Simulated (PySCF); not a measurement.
# F2Si in PySCF: further runs

Aim: see how the results for F2Si move with the level of theory and the settings. Levels: HF, PBE, PBE0. Tasks: MP2 correlation energy, RPA correlation energy, G0W0 quasiparticle levels.

Everything below comes from runs of PySCF 2.14.0. Logs are shortened: lines on timing, memory, paths and dates and some standing lists are left out, and cuts for length are marked.

### Step 1. The structure

The cell holds a molecule in a box, 3 atoms: a = 11.000 Å, b = 12.000 Å, c = 10.000 Å, α = 90.00°, β = 90.00°, γ = 90.00°.

### Step 2. MP2 correlation energy, HF

run.py

```python
import json
import numpy as np
from pyscf.pbc import gto, scf, dft, df
from pyscf.pbc.tools import pyscf_ase
from ase.io import read

atoms = read('SiF2.xyz')
cell = pyscf_ase.cell_from_ase(atoms)
cell.basis = 'pob-tzvp-rev2'
cell.exp_to_discard = 0
cell.precision = 1e-08
cell.max_memory = 2520  # MB
cell.verbose = 4
cell.build()

res = {}
kpts = cell.make_kpts([1, 1, 1])
mf = scf.KRHF(cell, kpts, exxdiv='ewald')
mf = mf.density_fit()
mf.with_df._cderi = 'cderi.h5'  # three-centre integrals saved by an earlier run on this cell, basis and mesh
mf.conv_tol = 1e-08
mf.max_cycle = 60

mf.kernel()
res.update(converged=bool(mf.converged), e_tot=mf.e_tot, nelec=cell.nelectron, nao=cell.nao, mesh=list(map(int, cell.mesh)), a=cell.lattice_vectors().tolist(), coords=cell.atom_coords().tolist(),
           mo_energy=[np.real(x).tolist() for x in mf.mo_energy], mo_occ=[np.real(x).tolist() for x in mf.mo_occ])
import h5py
print('fit functions by k pair:', sorted({v['0'].shape[0] for v in h5py.File(mf.with_df._cderi)['j3c'].values()}))
res.update(kpts=cell.get_scaled_kpts(kpts).tolist())
res['parts'] = {k: float(np.real(v)) for k, v in mf.scf_summary.items() if np.isscalar(v)}
json.dump(res, open('results.json', 'w'))
if not mf.converged:
    raise SystemExit('SCF not converged')

print('levels (eV)')
for i, kp in enumerate(res['kpts'][:40]):
    print('k %7.4f %7.4f %7.4f  ' % tuple(kp), ' '.join('%.3f' % (x * 27.211386) for x in res['mo_energy'][i][:21]))

# Mulliken populations
dm, s = np.asarray(mf.make_rdm1()), np.asarray(mf.get_ovlp())
sites = cell.aoslice_by_atom()[:, 2:]
tot = np.einsum('kij,kji->i', dm, s).real / len(kpts)
res['mulliken'] = [cell.atom_charge(i) - tot[a0:a1].sum() for i, (a0, a1) in enumerate(sites)]
print('Mulliken charges', np.round(res['mulliken'], 5))

from pyscf.pbc import mp
pt = mp.KMP2(mf, frozen=7)
pt.kernel(with_t2=False)
res.update(e_corr=pt.e_corr, e_ss=getattr(pt, 'e_corr_ss', None), e_os=getattr(pt, 'e_corr_os', None))
res['done'] = True
json.dump(res, open('results.json', 'w'))
```

SiF2.xyz

```xyz
3
Lattice="11.0000000000 0.0000000000 0.0000000000 0.0000000000 12.0000000000 0.0000000000 0.0000000000 0.0000000000 10.0000000000" Properties=species:S:1:pos:R:3 pbc="T T T"
F      5.7624499900      7.2446000400      5.3137500000
Si     5.0012499900      5.9514000000      4.7542500000
F      6.0247500500      4.7973999600      5.1850500000
```

Potentials or basis: pob-tzvp-rev2 (all-electron).

Started as:

```console
> OMP_NUM_THREADS=2 python -u run.py > log
```

Output:

```text
Discarded 0 diffused primitive functions, 0 contracted functions

PySCF version 2.14.0

[INPUT] verbose = 4
[INPUT] num. atoms = 3
[INPUT] num. electrons = 32
[INPUT] charge = 0
[INPUT] spin (= nelec alpha-beta = 2S) = 0
[INPUT] symmetry False subgroup None
[INPUT] Mole.unit = angstrom
[INPUT] Symbol           X                Y                Z      unit          X                Y                Z       unit  Magmom
[INPUT]  1 F      5.762449990000   7.244600040000   5.313750000000 AA   10.889452287603  13.690309957613  10.041532194408 Bohr   0.0
[INPUT]  2 Si     5.001249990000   5.951400000000   4.754250000000 AA    9.450992761584  11.246516057737   8.984230427713 Bohr   0.0
[INPUT]  3 F      6.024750050000   4.797399960000   5.185050000000 AA   11.385127563460   9.065772034399   9.798324442176 Bohr   0.0

nuclear repulsion = 31.8781647172437
number of shells = 26
number of NR pGTOs = 109
number of NR cGTOs = 58
basis = pob-tzvp-rev2
ecp = {}
lattice vectors  a1 [20.786987370, 0.000000000, 0.000000000]
                 a2 [0.000000000, 22.676713495, 0.000000000]
                 a3 [0.000000000, 0.000000000, 18.897261246]
dimension = 3
low_dim_ft_type = None
Cell volume = 8907.8
exp_to_discard = 0
rcut = 20.78705388038694 (nimgs = [2 1 2])
precision = 1e-08
pseudo = None
ke_cutoff = 2456005.4711357504
    = [14667 15999 13333] mesh (3128686220889 PWs)

******** <class 'pyscf.pbc.scf.khf.KRHF'> ********
method = KRHF
initial guess = minao
damping factor = 0
level_shift factor = 0
DIIS = <class 'pyscf.scf.diis.CDIIS'>
diis_start_cycle = 1
diis_space = 8
diis_damp = 0
SCF conv_tol = 1e-08
SCF conv_tol_grad = None
SCF max_cycles = 60
direct_scf = True
direct_scf_tol = 1e-13

******** PBC SCF flags ********
N kpts = 1
Exchange divergence treatment (exxdiv) = ewald
    madelung (= occupied orbital energy shift) = 0.135707248598927
    Total energy shift due to Ewald probe charge = -1/2 * Nelec*madelung = -2.17131597758
DF object = <pyscf.pbc.df.df.GDF object>
Set gradient conv threshold to 0.0001

******** <class 'pyscf.pbc.df.rsdf_builder._RSNucBuilder'> ********
mesh = [41 43 37] (65231 PWs)
ke_cutoff = 16.92809565338868
omega = 0.5174598520920043
exclude_d_aux = False
exclude_dd_block = True
j2c_eig_always = False
has_long_range = True
init E= -488.097521619559
  HOMO = -0.273450152486  LUMO = 0.0225024799912  gap/eV = 8.05328
cycle= 1 E= -487.879165509807  delta_E= 0.218  |g|= 0.638  |ddm|= 1.87
  HOMO = -0.407356901464  LUMO = 0.047644885503  gap/eV = 12.38123
cycle= 2 E= -487.927154143772  delta_E= -0.048  |g|= 0.433  |ddm|= 0.693
  HOMO = -0.403948584944  LUMO = 0.0614021138411  gap/eV = 12.66284
cycle= 3 E= -487.952169271808  delta_E= -0.025  |g|= 0.0308  |ddm|= 0.171
  HOMO = -0.395380474946  LUMO = 0.0704133739252  gap/eV = 12.67490
cycle= 4 E= -487.952632072982  delta_E= -0.000463  |g|= 0.00963  |ddm|= 0.0747
  HOMO = -0.395404448581  LUMO = 0.0702704583961  gap/eV = 12.67166
cycle= 5 E= -487.952684680098  delta_E= -5.26e-05  |g|= 0.00249  |ddm|= 0.0283
  HOMO = -0.395349910211  LUMO = 0.070187200143  gap/eV = 12.66791
cycle= 6 E= -487.952688367338  delta_E= -3.69e-06  |g|= 0.000609  |ddm|= 0.00625
  HOMO = -0.395290742986  LUMO = 0.0702278278104  gap/eV = 12.66741
cycle= 7 E= -487.952688622208  delta_E= -2.55e-07  |g|= 0.00014  |ddm|= 0.00123
  HOMO = -0.395275685279  LUMO = 0.0702391412842  gap/eV = 12.66730
cycle= 8 E= -487.95268863219  delta_E= -9.98e-09  |g|= 2.28e-05  |ddm|= 0.000206
  HOMO = -0.395275118453  LUMO = 0.0702385917857  gap/eV = 12.66727
Extra cycle  E= -487.952688632378  delta_E= -1.88e-10  |g|= 8.45e-06  |ddm|= 2.98e-05
converged SCF energy = -487.952688632378
fit functions by k pair: [447]
levels (eV)
k  0.0000  0.0000  0.0000   -1873.080 -715.462 -715.461 -168.818 -117.142 -117.092 -117.089 -43.674 -43.031 -21.332 -19.371 -18.692 -18.324 -17.487 -17.168 -10.756 1.911 5.573 6.905 15.955 16.188
Mulliken charges [-0.49462  0.98921 -0.49459]

******** <class 'pyscf.pbc.mp.kmp2.KMP2'> ********
nkpts = 1
nocc = 9
nmo = 51
with_df_ints = True
frozen orbitals = 7
E(KMP2) = -488.431304698446  E_corr = -0.478616066067317
E(SCS-KMP2) = -488.414343536018  E_corr = -0.461654903639543
E_corr(same-spin) = -0.130020433432198
E_corr(oppo-spin) = -0.34859563263512
```

Wall time 4.7 s (2 threads of Intel Xeon at 2.70GHz, shared host); peak memory 1.8 GiB.

What came out:

```
Free energy                     : -13277.8691 eV
Gap between the frontier levels : 12.67 eV
Mulliken charges                : F -0.49; Si +0.99 e
MP2 correlation energy per cell : -13.024 eV
```

Caveat: the basis is small and the box finite, so much correlation energy is missing and levels can be off by tenths of an eV; Mulliken charges move with the basis; this is a molecule in a periodic box at the Γ point, so its band gap is the HOMO-LUMO gap; total energy, band gap and charges are those of the mean-field reference; the basis of atomic orbitals isn't converged, which shifts pressures, moduli and gaps.

### Step 3. RPA correlation energy, PBE

run.py: that of step 2 with these lines changed.

```diff
@@ -17,3 +17,3 @@
 kpts = cell.make_kpts([1, 1, 1])
-mf = scf.KRHF(cell, kpts, exxdiv='ewald')
+mf = dft.KRKS(cell, kpts, xc='pbe')
 mf = mf.density_fit()
@@ -45,6 +45,9 @@
 
-from pyscf.pbc import mp
-pt = mp.KMP2(mf, frozen=7)
-pt.kernel(with_t2=False)
-res.update(e_corr=pt.e_corr, e_ss=getattr(pt, 'e_corr_ss', None), e_os=getattr(pt, 'e_corr_os', None))
+from pyscf.pbc.gw.krpa import KRPA
+rpa = KRPA(mf, frozen=7)
+rpa.kernel()
+res.update(e_corr=rpa.e_corr, e_hf=rpa.e_hf, e_rpa=rpa.e_tot)
+rpa.fc = True  # again, with the correction for q -> 0
+rpa.kernel()
+res['e_corr_fc'] = rpa.e_corr
 res['done'] = True
```

SiF2.xyz is that of step 2.

Potentials or basis: pob-tzvp-rev2 (all-electron).

Started as:

```console
> OMP_NUM_THREADS=2 python -u run.py > log
```

Output:

```text
Discarded 0 diffused primitive functions, 0 contracted functions

PySCF version 2.14.0

[INPUT] verbose = 4
[INPUT] num. atoms = 3
[INPUT] num. electrons = 32
[INPUT] charge = 0
[INPUT] spin (= nelec alpha-beta = 2S) = 0
[INPUT] symmetry False subgroup None
[INPUT] Mole.unit = angstrom
[INPUT] Symbol           X                Y                Z      unit          X                Y                Z       unit  Magmom
[INPUT]  1 F      5.762449990000   7.244600040000   5.313750000000 AA   10.889452287603  13.690309957613  10.041532194408 Bohr   0.0
[INPUT]  2 Si     5.001249990000   5.951400000000   4.754250000000 AA    9.450992761584  11.246516057737   8.984230427713 Bohr   0.0
[INPUT]  3 F      6.024750050000   4.797399960000   5.185050000000 AA   11.385127563460   9.065772034399   9.798324442176 Bohr   0.0

nuclear repulsion = 31.8781647172437
number of shells = 26
number of NR pGTOs = 109
number of NR cGTOs = 58
basis = pob-tzvp-rev2
ecp = {}
lattice vectors  a1 [20.786987370, 0.000000000, 0.000000000]
                 a2 [0.000000000, 22.676713495, 0.000000000]
                 a3 [0.000000000, 0.000000000, 18.897261246]
dimension = 3
low_dim_ft_type = None
Cell volume = 8907.8
exp_to_discard = 0
rcut = 20.78705388038694 (nimgs = [2 1 2])
precision = 1e-08
pseudo = None
ke_cutoff = 2456005.4711357504
    = [14667 15999 13333] mesh (3128686220889 PWs)

******** <class 'pyscf.pbc.dft.krks.KRKS'> ********
method = KRKS
initial guess = minao
damping factor = 0
level_shift factor = 0
DIIS = <class 'pyscf.scf.diis.CDIIS'>
diis_start_cycle = 1
diis_space = 8
diis_damp = 0
SCF conv_tol = 1e-08
SCF conv_tol_grad = None
SCF max_cycles = 60
direct_scf = True
direct_scf_tol = 1e-13

******** PBC SCF flags ********
N kpts = 1
Exchange divergence treatment (exxdiv) = ewald
    madelung (= occupied orbital energy shift) = 0.135707248598927
    Total energy shift due to Ewald probe charge = -1/2 * Nelec*madelung = -2.17131597758
DF object = <pyscf.pbc.df.df.GDF object>
XC functionals = pbe
small_rho_cutoff = 0
radial grids:
    Treutler-Ahlrichs [JCP 102, 346 (1995); DOI:10.1063/1.469408] (M4) radial grids

becke partition: Becke, JCP 88, 2547 (1988); DOI:10.1063/1.454033
pruning grids: <function nwchem_prune>
grids dens level: 3
symmetrized grids: False
atomic radii adjust function: <function treutler_atomic_radii_adjust>
Set gradient conv threshold to 0.0001

******** <class 'pyscf.pbc.df.rsdf_builder._RSNucBuilder'> ********
mesh = [41 43 37] (65231 PWs)
ke_cutoff = 16.92809565338868
omega = 0.5174598520920043
exclude_d_aux = False
exclude_dd_block = True
j2c_eig_always = False
has_long_range = True
tot grids = 47665
cell vol = 8907.80153  sum(weights) = 8944.25225
nelec by numeric integration = 31.999997471147086
init E= -489.339018757184
  HOMO = -0.240924630883  LUMO = -0.0760021399257  gap/eV = 4.48777
nelec by numeric integration = 31.99999782088004
cycle= 1 E= -488.873406341243  delta_E= 0.466  |g|= 0.853  |ddm|= 1.88
  HOMO = -0.197812022584  LUMO = -0.0803674838886  gap/eV = 3.19583
nelec by numeric integration = 31.999998068307296
cycle= 2 E= -488.26420039119  delta_E= 0.609  |g|= 2.11  |ddm|= 1.34
  HOMO = -0.239621242735  LUMO = -0.0915851470496  gap/eV = 4.02827
nelec by numeric integration = 31.99999797085847
cycle= 3 E= -488.983864035639  delta_E= -0.72  |g|= 0.0767  |ddm|= 1.02
  HOMO = -0.243999832393  LUMO = -0.0925503170952  gap/eV = 4.12115
nelec by numeric integration = 31.99999796538183
cycle= 4 E= -488.985012937197  delta_E= -0.00115  |g|= 0.0281  |ddm|= 0.117
  HOMO = -0.244443954251  LUMO = -0.0938080082529  gap/eV = 4.09901
nelec by numeric integration = 31.999997963130813
cycle= 5 E= -488.985135546387  delta_E= -0.000123  |g|= 0.00575  |ddm|= 0.0209
  HOMO = -0.243906864391  LUMO = -0.0933162442053  gap/eV = 4.09778
nelec by numeric integration = 31.99999796413014
cycle= 6 E= -488.985142188615  delta_E= -6.64e-06  |g|= 0.00071  |ddm|= 0.00501
  HOMO = -0.243978540227  LUMO = -0.093354607789  gap/eV = 4.09869
nelec by numeric integration = 31.99999796368656
cycle= 7 E= -488.985142259576  delta_E= -7.1e-08  |g|= 0.000274  |ddm|= 0.00101
  HOMO = -0.243982414273  LUMO = -0.0933582614827  gap/eV = 4.09869
nelec by numeric integration = 31.999997963796453
cycle= 8 E= -488.985142281356  delta_E= -2.18e-08  |g|= 8.43e-05  |ddm|= 0.00042
  HOMO = -0.243981299677  LUMO = -0.0933584450857  gap/eV = 4.09866
nelec by numeric integration = 31.999997963805992
cycle= 9 E= -488.985142282291  delta_E= -9.35e-10  |g|= 2.76e-05  |ddm|= 9.66e-05
  HOMO = -0.243980211371  LUMO = -0.0933579447086  gap/eV = 4.09864
nelec by numeric integration = 31.99999796377626
Extra cycle  E= -488.985142281802  delta_E= 4.89e-10  |g|= 5.4e-05  |ddm|= 0.000126
converged SCF energy = -488.985142281802
fit functions by k pair: [447]
levels (eV)
k  0.0000  0.0000  0.0000   -1780.970 -660.026 -660.026 -139.214 -95.983 -95.921 -95.786 -30.029 -29.422 -13.454 -11.679 -10.945 -10.899 -10.122 -9.592 -6.639 -2.540 0.710 1.673 10.107 10.232
Mulliken charges [-0.36443  0.72887 -0.36444]

******** <class 'pyscf.pbc.gw.krpa.KRPA'> ********
method = KRPA
RPA nocc = 9, nvir = 42, nkpts = 1
frozen orbitals = 7
grid type = legendre
outcore mode = False
RPA finite size corrections = False
ACFD exchange energy = False

******** <class 'pyscf.pbc.gw.krpa.KRPA'> ********
method = KRPA
RPA nocc = 9, nvir = 42, nkpts = 1
frozen orbitals = 7
grid type = legendre
outcore mode = False
RPA finite size corrections = True
ACFD exchange energy = False
```

Wall time 16 s (2 threads of Intel Xeon at 2.70GHz, shared host); peak memory 1.9 GiB.

Results:

- Free energy: -13305.9636 eV
- Gap between the frontier levels, mean-field level: 4.10 eV
- Mulliken charges: F -0.36; Si +0.73 e
- RPA correlation energy: -6.468 eV/atom
- RPA correlation energy per cell: -19.405 eV

Caveat: the basis is small and the box finite, so much correlation energy is missing and levels can be off by tenths of an eV; Mulliken charges move with the basis; this is a molecule in a periodic box at the Γ point, so its band gap is the HOMO-LUMO gap; total energy, band gap and charges are those of the mean-field reference; the basis of atomic orbitals isn't converged, which shifts pressures, moduli and gaps.

### Step 4. G0W0 quasiparticle levels, PBE0

run.py: that of step 3 with these lines changed.

```diff
@@ -17,3 +17,3 @@
 kpts = cell.make_kpts([1, 1, 1])
-mf = dft.KRKS(cell, kpts, xc='pbe')
+mf = dft.KRKS(cell, kpts, xc='pbe0', exxdiv='ewald')
 mf = mf.density_fit()
@@ -45,9 +45,9 @@
 
-from pyscf.pbc.gw.krpa import KRPA
-rpa = KRPA(mf, frozen=7)
-rpa.kernel()
-res.update(e_corr=rpa.e_corr, e_hf=rpa.e_hf, e_rpa=rpa.e_tot)
-rpa.fc = True  # again, with the correction for q -> 0
-rpa.kernel()
-res['e_corr_fc'] = rpa.e_corr
+from pyscf.pbc.gw.krgw_ac import KRGWAC
+gw = KRGWAC(mf, frozen=7)
+gw.fc = True
+orbs = list(range(13, 19))
+gw.kernel(orbs=orbs)
+res['orbs'] = orbs
+res['qp'] = np.asarray(gw.mo_energy).real.tolist()
 res['done'] = True
```

SiF2.xyz is that of step 3.

Potentials or basis: pob-tzvp-rev2 (all-electron).

Started as:

```console
> OMP_NUM_THREADS=2 python -u run.py > log
```

Output:

```text
Discarded 0 diffused primitive functions, 0 contracted functions

PySCF version 2.14.0

[INPUT] verbose = 4
[INPUT] num. atoms = 3
[INPUT] num. electrons = 32
[INPUT] charge = 0
[INPUT] spin (= nelec alpha-beta = 2S) = 0
[INPUT] symmetry False subgroup None
[INPUT] Mole.unit = angstrom
[INPUT] Symbol           X                Y                Z      unit          X                Y                Z       unit  Magmom
[INPUT]  1 F      5.762449990000   7.244600040000   5.313750000000 AA   10.889452287603  13.690309957613  10.041532194408 Bohr   0.0
[INPUT]  2 Si     5.001249990000   5.951400000000   4.754250000000 AA    9.450992761584  11.246516057737   8.984230427713 Bohr   0.0
[INPUT]  3 F      6.024750050000   4.797399960000   5.185050000000 AA   11.385127563460   9.065772034399   9.798324442176 Bohr   0.0

nuclear repulsion = 31.8781647172437
number of shells = 26
number of NR pGTOs = 109
number of NR cGTOs = 58
basis = pob-tzvp-rev2
ecp = {}
lattice vectors  a1 [20.786987370, 0.000000000, 0.000000000]
                 a2 [0.000000000, 22.676713495, 0.000000000]
                 a3 [0.000000000, 0.000000000, 18.897261246]
dimension = 3
low_dim_ft_type = None
Cell volume = 8907.8
exp_to_discard = 0
rcut = 20.78705388038694 (nimgs = [2 1 2])
precision = 1e-08
pseudo = None
ke_cutoff = 2456005.4711357504
    = [14667 15999 13333] mesh (3128686220889 PWs)

******** <class 'pyscf.pbc.dft.krks.KRKS'> ********
method = KRKS
initial guess = minao
damping factor = 0
level_shift factor = 0
DIIS = <class 'pyscf.scf.diis.CDIIS'>
diis_start_cycle = 1
diis_space = 8
diis_damp = 0
SCF conv_tol = 1e-08
SCF conv_tol_grad = None
SCF max_cycles = 60
direct_scf = True
direct_scf_tol = 1e-13

******** PBC SCF flags ********
N kpts = 1
Exchange divergence treatment (exxdiv) = ewald
    madelung (= occupied orbital energy shift) = 0.135707248598927
    Total energy shift due to Ewald probe charge = -1/2 * Nelec*madelung = -2.17131597758
DF object = <pyscf.pbc.df.df.GDF object>
XC functionals = pbe0
small_rho_cutoff = 0
radial grids:
    Treutler-Ahlrichs [JCP 102, 346 (1995); DOI:10.1063/1.469408] (M4) radial grids

becke partition: Becke, JCP 88, 2547 (1988); DOI:10.1063/1.454033
pruning grids: <function nwchem_prune>
grids dens level: 3
symmetrized grids: False
atomic radii adjust function: <function treutler_atomic_radii_adjust>
Set gradient conv threshold to 0.0001

******** <class 'pyscf.pbc.df.rsdf_builder._RSNucBuilder'> ********
mesh = [41 43 37] (65231 PWs)
ke_cutoff = 16.92809565338868
omega = 0.5174598520920043
exclude_d_aux = False
exclude_dd_block = True
j2c_eig_always = False
has_long_range = True
tot grids = 47665
cell vol = 8907.80153  sum(weights) = 8944.25225
nelec by numeric integration = 31.999997471147086
init E= -489.312948788927
  HOMO = -0.260125635276  LUMO = -0.0614779438859  gap/eV = 5.40548
nelec by numeric integration = 31.999997818217572
cycle= 1 E= -488.908078045848  delta_E= 0.405  |g|= 0.779  |ddm|= 1.87
  HOMO = -0.269272403974  LUMO = -0.0668538176464  gap/eV = 5.50809
nelec by numeric integration = 31.999998059293446
cycle= 2 E= -488.729691465247  delta_E= 0.178  |g|= 1.34  |ddm|= 1.03
  HOMO = -0.294457562612  LUMO = -0.066009839405  gap/eV = 6.21638
nelec by numeric integration = 31.999997931409006
cycle= 3 E= -489.004012489942  delta_E= -0.274  |g|= 0.0395  |ddm|= 0.602
  HOMO = -0.290990759287  LUMO = -0.0610629614898  gap/eV = 6.25665
nelec by numeric integration = 31.99999793542819
cycle= 4 E= -489.0041978372  delta_E= -0.000185  |g|= 0.01  |ddm|= 0.0357
  HOMO = -0.291678825377  LUMO = -0.0615768423277  gap/eV = 6.26139
nelec by numeric integration = 31.999997934872873
cycle= 5 E= -489.004208832332  delta_E= -1.1e-05  |g|= 0.000842  |ddm|= 0.00635
  HOMO = -0.291527581225  LUMO = -0.0614828329435  gap/eV = 6.25984
nelec by numeric integration = 31.99999793484752
cycle= 6 E= -489.004209013512  delta_E= -1.81e-07  |g|= 0.0002  |ddm|= 0.000852
  HOMO = -0.291546884642  LUMO = -0.0614944098018  gap/eV = 6.26005
nelec by numeric integration = 31.999997934878387
cycle= 7 E= -489.004209020139  delta_E= -6.63e-09  |g|= 6.73e-05  |ddm|= 0.000231
  HOMO = -0.29154864378  LUMO = -0.0614979378638  gap/eV = 6.26000
nelec by numeric integration = 31.999997934893443
Extra cycle  E= -489.004209019109  delta_E= 1.03e-09  |g|= 0.000108  |ddm|= 8.26e-05
converged SCF energy = -489.004209019109
fit functions by k pair: [447]
levels (eV)
k  0.0000  0.0000  0.0000   -1804.129 -674.013 -674.012 -146.964 -101.605 -101.565 -101.445 -33.691 -33.070 -15.681 -13.836 -13.067 -12.994 -12.158 -11.693 -7.933 -1.673 1.679 2.745 11.485 11.528
Mulliken charges [-0.39964  0.7993  -0.39966]

******** <class 'pyscf.pbc.gw.krgw_ac.KRGWAC'> ********
method = KRGWAC
GW nocc = 9, nvir = 42, nkpts = 1
frozen orbitals = 7
orbital list = [13, 14, 15, 16, 17, 18]
off-diagonal self-energy = False
GW density matrix = False
density-fitting for exchange = False
outcore for self-energy= False
finite size corrections = True
grids for finite size corrections = False
broadening parameter = 5.000e-03
number of grids = 100
analytic continuation method = pade
imaginary frequency cutoff = 5.0
Pade points = 18
Pade step ratio = 0.667
use perturbative linearized QP eqn = False
QPE max iter = 100
QPE tolerance = 1.0e-06

WARN: GW QP energies may not be sorted from min to max
```

It took 18 s on 2 threads of Intel Xeon at 2.70GHz, shared host; peak memory 1.8 GiB.

What came out:

```yaml
Free_energy: -13306.4824 eV
Gap_between_the_frontier_levels_mean-field_level: 6.26 eV
Mulliken_charges: F -0.40; Si +0.80 e
Quasiparticle_gap: 11.50 eV
```

Levels at points of the mesh, in eV from the valence-band top:
```csv
k point,band 12,band 13,band 14,band 15,band 16,band 17,band 18,band 19
"(0.00, 0.00, 0.00)",-5.13,-5.06,-4.22,-3.76,0.00,6.26,9.61,10.68
```

Caveat: the basis is small and the box finite, so much correlation energy is missing and levels can be off by tenths of an eV; Mulliken charges move with the basis; this is a molecule in a periodic box at the Γ point, so its band gap is the HOMO-LUMO gap; total energy, band gap and charges are those of the mean-field reference; the basis of atomic orbitals isn't converged, which shifts pressures, moduli and gaps.
